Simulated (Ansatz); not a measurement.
# C₃H₇AlO: up Jacob's ladder to CCSD(T)

Aim: compute C₃H₇AlO with functionals from several rungs and with coupled cluster, and see how far each lands from CCSD(T) at the basis-set limit for the atomisation energy.

Method: functionals in def2-TZVPP, the program's frozen cores in correlated methods; program: Ansatz 0.2.0, Gaussian basis.

Plan: LDA (SPW92), PBE-D4, revPBE-D4, BLYP-D4, r2SCAN-D4, B97M-V, PBE0-D4, B3LYP-D4, r2SCANh-D4, r2SCAN0-D4, HSE06-D4, BHLYP-D4, CAM-B3LYP-D4, LC-ωPBE, ωB97X-V, ωB97M-V, B2PLYP, PBE-QIDH; CCSD(T)/def2-SVP; CCSD(T)/def2-TZVPP; MP2/def2-QZVPP; extrapolation to the limit; RPA on PBE.

## 1. Structure used throughout

The geometry comes from an earlier relaxation with PBE0-D4 in a triple-zeta def2 set; it is a stationary point, not always the lowest conformer.

SMILES `C[C]1(C)[O][AlH]1`, 12 atoms, charge 0, spin multiplicity 1.

Atoms are counted from 1 here; the program's logs count them from 0.

Bond lengths: C1–C2 1.504 Å, C1–H6 1.093 Å, C1–H7 1.099 Å, C1–H8 1.092 Å, C2–C3 1.504 Å, C2–O4 1.489 Å, C2–Al5 1.904 Å, C3–H9 1.093 Å, C3–H10 1.092 Å, C3–H11 1.099 Å, O4–Al5 1.708 Å, Al5–H12 1.573 Å. Angles: C2–C1–H6 110.8°, C2–C1–H7 109.8°, C2–C1–H8 112.4°, H6–C1–H7 108.0°, H6–C1–H8 108.1°, H7–C1–H8 107.6°, C1–C2–C3 112.5°, C1–C2–O4 111.5°, C1–C2–Al5 123.2°, C3–C2–O4 111.5°, C3–C2–Al5 123.2°, O4–C2–Al5 58.9°, C2–C3–H9 110.8°, C2–C3–H10 112.4°, C2–C3–H11 109.8°, H9–C3–H10 108.1°, H9–C3–H11 108.0°, H10–C3–H11 107.6° and more.

## 2. LDA

This LDA is Slater exchange with PW92 correlation.

in.yaml

```yaml
crystal:
  periodic: [false, false, false]
  atoms:
    - {symbol: C, position_ang: [-1.305194, -0.512977, 0.238039]}
    - {symbol: C, position_ang: [0.021038, 0.130951, -0.061229]}
    - {symbol: C, position_ang: [1.182848, -0.699509, 0.411721]}
    - {symbol: O, position_ang: [0.147408, 0.472502, -1.504770]}
    - {symbol: Al, position_ang: [0.196182, 1.939452, -0.630984]}
    - {symbol: H, position_ang: [-1.442403, -0.635321, 1.315589]}
    - {symbol: H, position_ang: [-1.347852, -1.508874, -0.224445]}
    - {symbol: H, position_ang: [-2.145997, 0.067033, -0.147864]}
    - {symbol: H, position_ang: [1.150298, -0.829513, 1.496592]}
    - {symbol: H, position_ang: [2.145581, -0.254831, 0.151547]}
    - {symbol: H, position_ang: [1.140654, -1.695526, -0.050556]}
    - {symbol: H, position_ang: [0.334536, 3.471514, -0.959640]}
basis:
  gaussian: {orbitals: def2-TZVPP}
hamiltonian: {xc: lda}
output: {orbitals: {seedname: orbitals}}
```

After this run come: PBE-D4 (GGA); revPBE-D4 (GGA); BLYP-D4 (GGA); r2SCAN-D4 (meta-GGA); B97M-V (meta-GGA); PBE0-D4 (hybrid); B3LYP-D4 (hybrid); r2SCANh-D4 (hybrid); r2SCAN0-D4 (hybrid); HSE06-D4 (hybrid); BHLYP-D4 (hybrid); CAM-B3LYP-D4 (range-separated); LC-ωPBE (range-separated); ωB97X-V (range-separated); ωB97M-V (range-separated); B2PLYP (double hybrid); PBE-QIDH (double hybrid); CCSD(T) in def2-SVP; CCSD(T) in def2-TZVPP; MP2 in def2-QZVPP; RPA on PBE orbitals.

Before running them: what should the planned runs give, taken together? Wanted: atomisation energy, CCSD(T)/CBS; farthest beyond LDA; mean size of error, GGA; mean size of error, meta-GGA; mean size of error, hybrid; mean size of error, range-separated; mean size of error, double hybrid; gap, smallest and largest; T1 diagnostic.

The runs gave:

```
                               quantity                                                                                                                    value
        atomisation energy, CCSD(T)/CBS                                                                                                          1075.7 kcal/mol
functionals within 5.4 kcal/mol (0.5 %)  revPBE-D4, BLYP-D4, r2SCAN-D4, B97M-V, PBE0-D4, B3LYP-D4, r2SCANh-D4, HSE06-D4, CAM-B3LYP-D4, LC-ωPBE, ωB97X-V, ωB97M-V
                    farthest beyond LDA                                                                                                BHLYP-D4 (-35.3 kcal/mol)
                mean size of error, GGA                                                                                                             9.9 kcal/mol
           mean size of error, meta-GGA                                                                                                             5.0 kcal/mol
             mean size of error, hybrid                                                                                                             9.6 kcal/mol
    mean size of error, range-separated                                                                                                             1.7 kcal/mol
      mean size of error, double hybrid                                                                                                             9.1 kcal/mol
              gap, smallest and largest                                                                                 3.03 eV (LDA (SPW92)), 9.56 eV (LC-ωPBE)
                          T1 diagnostic                                                                                                                   0.0149
triples share of the correlation energy                                                                                                                    4.1 %
```

The LDA atomisation energy is off by 156.5 kcal/mol (15 %): it overbinds. PBE-D4 is off by +22.0 kcal/mol. Double hybrids carry the basis error of their MP2 part in triple zeta, and no dispersion term here, so their miss is partly the set-up's. The rungs range-separated, meta-GGA miss on average by less than the doubt on the reference (5.4 kcal/mol), so they tie. Misses under about 5.4 kcal/mol are within the doubt on the reference itself, which lacks core-valence correlation, relativity and higher excitations. Hartree-Fock recovers 72 % of the binding; the rest is correlation. CCSD(T) in def2-SVP is off by -51.4 kcal/mol, more than most functionals: a good method in a small basis is no reference. The gap grows from 3.0 to 9.6 eV across the functionals, mostly with the share of exact exchange.
